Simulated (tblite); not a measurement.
# Ga12H14N12: the cost of one run

Programs: tblite 0.8.0 and PySCF 2.14.0, with routines of our own; each step states its level. All values are computed. Atoms count from 0.

### 1 The system as given

38 atoms, charge 0, multiplicity 1; geometry from: force field, distance geometry or constructed start.

### 2 Relaxing the molecule with GFN2-xTB

Job settings and geometry (Å):

```
{"job": {"kind": "relax", "xc": "GFN2-xTB", "basis": "xTB"}, "charge": 0, "multiplicity": 1}
N      2.810800     2.954500    -0.001600
Ga     1.200600     3.883900    -0.006900
N     -0.393200     2.954000     0.001000
Ga    -0.399100     1.110700    -0.006200
N      1.202800     0.180100     0.003400
Ga     2.802600     1.105800    -0.002600
N      6.010300    -2.592000    -0.003300
Ga     4.411500    -1.666000     0.001500
N      2.808600    -2.595800    -0.000400
Ga     2.803100    -4.444500     0.001600
N      4.406000    -5.369900    -0.002100
Ga     6.007700    -4.445700    -0.000000
N     -2.003900     0.182000     0.005000
Ga    -1.998300    -1.669300    -0.002700
N     -0.400600    -2.588600     0.000200
Ga     1.201900    -1.668100     0.006300
Ga    -2.000100     3.883200     0.000900
N     -3.603800     2.952900    -0.001000
Ga    -3.603300     1.108100     0.002500
Ga    -5.202000     3.882200     0.002700
N     -6.809300     2.960100     0.001500
Ga    -6.807900     1.107800    -0.000200
N     -5.201400     0.185900     0.006600
N      4.403900     0.177000    -0.001500
H      3.707100     3.478900     0.000900
H      1.197700     5.430400     0.002500
H      6.911600    -2.071400    -0.000700
H      1.463000    -5.218100     0.001200
H      4.408700    -6.408300    -0.002000
H      7.353700    -5.218300     0.003400
H     -3.339300    -2.443100    -0.001100
H     -0.400300    -3.632400     0.000200
H     -2.001500     5.431400    -0.001900
H     -5.202700     5.430000     0.003700
H     -7.706400     3.478100    -0.003300
H     -8.148800     0.333500    -0.002900
H     -5.205600    -0.858600    -0.004100
H      5.309600     0.703800    -0.002600
```

Launch:

```
> OMP_NUM_THREADS=2 python large_run.py task.json out
```

One launch serves the whole session: the jobs run in the order shown.

**Question.** How long does this first job take on 2 threads of Arm Neoverse N1, shared host, and how much memory does it need?

About 2.5 s, with a peak of 0.16 GiB.
